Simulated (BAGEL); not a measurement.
**BPN2H6 (SMILES NB(N)P) at HF/3-21G (density fitting with qzvpp-jkfit)**

What is the vertical ionisation energy of BPN2H6 at HF/3-21G (density fitting with qzvpp-jkfit)? 

The calculation is run with BAGEL 1.2.2.

1 further run of the same task is left out (set aside as unsound or not needed).

## 1. The structure to begin with

The species is BPN2H6 (10 atoms), meant as a singlet with charge 0. As SMILES, `NB(N)P`. Geometry: relaxed at GFN2-xTB.

Bond lengths: N1–B2 1.400 Å, B2–N3 1.398 Å, B2–P4 1.946 Å, N1–H5 1.004 Å, N1–H6 1.006 Å, N3–H7 1.006 Å, N3–H8 1.004 Å, P4–H9 1.387 Å, P4–H10 1.387 Å. Some angles: N1–B2–N3 120.8°, N1–B2–P4 120.6°, N3–B2–P4 118.6°, B2–N1–H5 123.5°, B2–N1–H6 123.3°, B2–N3–H7 123.8°, B2–N3–H8 123.0°, B2–P4–H9 95.2°, B2–P4–H10 95.2°, H5–N1–H6 113.1°.

## 2. A single-point energy at HF/3-21G (density fitting with qzvpp-jkfit)

job.json

```json
{ "bagel" : [

{
  "title" : "molecule",
  "basis" : "3-21g",
  "df_basis" : "qzvpp-jkfit",
  "angstrom" : true,
  "geometry" : [
    { "atom" : "N", "xyz" : [   -1.081460,    0.235390,   -0.675310 ] },
    { "atom" : "B", "xyz" : [    0.054150,   -0.193590,    0.021190 ] },
    { "atom" : "N", "xyz" : [    0.349850,   -1.554780,    0.140430 ] },
    { "atom" : "P", "xyz" : [    1.256020,    1.095630,    0.846690 ] },
    { "atom" : "H", "xyz" : [   -1.332940,    1.201370,   -0.784150 ] },
    { "atom" : "H", "xyz" : [   -1.731320,   -0.394060,   -1.114120 ] },
    { "atom" : "H", "xyz" : [   -0.215520,   -2.286970,   -0.253700 ] },
    { "atom" : "H", "xyz" : [    1.155590,   -1.898420,    0.630940 ] },
    { "atom" : "H", "xyz" : [    1.296130,    1.948080,   -0.247040 ] },
    { "atom" : "H", "xyz" : [    0.249490,    1.847340,    1.435070 ] }
  ]
},
{
  "title" : "hf",
  "charge" : 0
},
{
  "title" : "print",
  "file" : "orbitals.molden",
  "orbitals" : true
}

]}
```

Command:

```
$ BAGEL_NUM_THREADS=1 BAGEL job.json > job.out
```

The program printed:

```text
* using 1 threads per process

  ===============================================================
  ===============================================================

  *** Geometry ***

  { "atom" : "N", "xyz" : [     -2.043663,      0.444823,     -1.276151 ] },
  { "atom" : "B", "xyz" : [      0.102329,     -0.365832,      0.040043 ] },
  { "atom" : "N", "xyz" : [      0.661121,     -2.938108,      0.265374 ] },
  { "atom" : "P", "xyz" : [      2.373534,      2.070441,      1.600012 ] },
  { "atom" : "H", "xyz" : [     -2.518892,      2.270260,     -1.481829 ] },
  { "atom" : "H", "xyz" : [     -3.271721,     -0.744665,     -2.105382 ] },
  { "atom" : "H", "xyz" : [     -0.407274,     -4.321747,     -0.479424 ] },
  { "atom" : "H", "xyz" : [      2.183749,     -3.587494,      1.192304 ] },
  { "atom" : "H", "xyz" : [      2.449331,      3.681338,     -0.466838 ] },
  { "atom" : "H", "xyz" : [      0.471468,      3.490967,      2.711889 ] },

  Number of auxiliary basis functions:      465

  Since a DF basis is specified, we compute 2- and 3-index integrals:
    o Being stored without compression. Storage requirement is 0.010 GB

  Number of basis functions:       52
  Number of electrons      :       40

    * METHOD: MOLECULE                             0.21

  *** RHF ***

  === Nuclear Repulsion ===
   150.5977190054

      * DIIS with orbital gradients will be used.

  === RHF iteration (3-21g) ===
      0       -475.24816560          0.02739654           0.04
      1       -475.37068254          0.01213171           0.04
      2       -475.39694147          0.00150219           0.04
      3       -475.39780249          0.00017650           0.04
      4       -475.39782499          0.00004971           0.04
      5       -475.39782756          0.00001217           0.04
      6       -475.39782765          0.00000489           0.04
      7       -475.39782766          0.00000110           0.04
      8       -475.39782766          0.00000017           0.04
      9       -475.39782766          0.00000007           0.04
     10       -475.39782766          0.00000003           0.04
     11       -475.39782766          0.00000001           0.04
    * SCF iteration converged.

    * Permanent dipole moment:
           (    0.942156,     0.588018,     0.617433) a.u.

    * METHOD: HF                                   0.58

    * METHOD: PRINT                                0.01

  ===============================================================
```

It took 1.1 s on 1 thread of Intel Xeon Platinum 8259CL at 2.50GHz (Skylake/Cascade Lake), shared host; peak memory 0.081 GiB.

## 3. The doublet cation at the same level

input.json

```json
{ "bagel" : [

{
  "title" : "molecule",
  "basis" : "3-21g",
  "df_basis" : "qzvpp-jkfit",
  "angstrom" : true,
  "geometry" : [
    { "atom" : "N", "xyz" : [      -1.081460,       0.235390,      -0.675310 ] },
    { "atom" : "B", "xyz" : [       0.054150,      -0.193590,       0.021190 ] },
    { "atom" : "N", "xyz" : [       0.349850,      -1.554780,       0.140430 ] },
    { "atom" : "P", "xyz" : [       1.256020,       1.095630,       0.846690 ] },
    { "atom" : "H", "xyz" : [      -1.332940,       1.201370,      -0.784150 ] },
    { "atom" : "H", "xyz" : [      -1.731320,      -0.394060,      -1.114120 ] },
    { "atom" : "H", "xyz" : [      -0.215520,      -2.286970,      -0.253700 ] },
    { "atom" : "H", "xyz" : [       1.155590,      -1.898420,       0.630940 ] },
    { "atom" : "H", "xyz" : [       1.296130,       1.948080,      -0.247040 ] },
    { "atom" : "H", "xyz" : [       0.249490,       1.847340,       1.435070 ] }
  ]
},

{ "title" : "uhf", "charge" : 1, "nopen" : 1 },

{ "title" : "print", "file" : "orbitals.molden", "orbitals" : true }

]}
```

Command:

```
$ BAGEL_NUM_THREADS=1 BAGEL input.json > input.out
```

The program printed:

```text
* using 1 threads per process

  ===============================================================
  ===============================================================

  *** Geometry ***

  { "atom" : "N", "xyz" : [     -2.043663,      0.444823,     -1.276151 ] },
  { "atom" : "B", "xyz" : [      0.102329,     -0.365832,      0.040043 ] },
  { "atom" : "N", "xyz" : [      0.661121,     -2.938108,      0.265374 ] },
  { "atom" : "P", "xyz" : [      2.373534,      2.070441,      1.600012 ] },
  { "atom" : "H", "xyz" : [     -2.518892,      2.270260,     -1.481829 ] },
  { "atom" : "H", "xyz" : [     -3.271721,     -0.744665,     -2.105382 ] },
  { "atom" : "H", "xyz" : [     -0.407274,     -4.321747,     -0.479424 ] },
  { "atom" : "H", "xyz" : [      2.183749,     -3.587494,      1.192304 ] },
  { "atom" : "H", "xyz" : [      2.449331,      3.681338,     -0.466838 ] },
  { "atom" : "H", "xyz" : [      0.471468,      3.490967,      2.711889 ] },

  Number of auxiliary basis functions:      465

  Since a DF basis is specified, we compute 2- and 3-index integrals:
    o Being stored without compression. Storage requirement is 0.010 GB

  Number of basis functions:       52
  Number of electrons      :       40

    * METHOD: MOLECULE                             0.22

  *** Open-shell HF ***

  === Nuclear Repulsion ===
   150.5977190054

      * DIIS with orbital gradients will be used.

  === UHF iteration (3-21g) ===
      0       -474.92942265          0.05409227           0.09
      1       -475.06298646          0.02567559           0.11
      2       -475.08675033          0.01369644           0.10
      3       -475.09467430          0.00106766           0.08
      4       -475.09503983          0.00037542           0.08
      5       -475.09513660          0.00021507           0.08
      6       -475.09518713          0.00012587           0.08
      7       -475.09520688          0.00006973           0.09
      8       -475.09521324          0.00002619           0.10
      9       -475.09521380          0.00000766           0.09
     10       -475.09521394          0.00000376           0.08
     11       -475.09521402          0.00000203           0.10
     12       -475.09521405          0.00000115           0.10
     13       -475.09521406          0.00000042           0.11
     14       -475.09521406          0.00000015           0.09
     15       -475.09521406          0.00000006           0.07
     16       -475.09521406          0.00000002           0.09
     17       -475.09521406          0.00000001           0.07
     18       -475.09521406          0.00000001           0.09
    * SCF iteration converged.

    * S^2 (UHF) is 0.7564

    * Permanent dipole moment:
           (   -0.505245,    -0.728506,    -0.361455) a.u.

    * METHOD: UHF                                  1.83

    * METHOD: PRINT                                0.01

  ===============================================================
```

It took 2.3 s on 1 thread of Intel Xeon Platinum 8259CL at 2.50GHz (Skylake/Cascade Lake), shared host; peak memory 0.08 GiB.

## 4. Outcome

At HF/3-21G (density fitting with qzvpp-jkfit):

| quantity | value |
| --- | --- |
| singlet BPN2H6: total energy | -475.39783 Eh |
| singlet BPN2H6: dipole moment | 3.23 D |
| singlet BPN2H6: HOMO energy | -9.35 eV |
| singlet BPN2H6: LUMO energy | 4.96 eV |
| singlet BPN2H6: HOMO–LUMO gap | 14.31 eV |
| doublet cation: total energy | -475.09521 Eh |
| doublet cation: ⟨S²⟩ | 0.756 |
| vertical ionisation energy (to the doublet cation) | 8.235 eV |

**Reading.** Removing an electron at fixed nuclei costs 8.23 eV (795 kJ/mol). The negative HOMO energy of the first species, 9.35 eV, lies 1.11 eV above that difference.
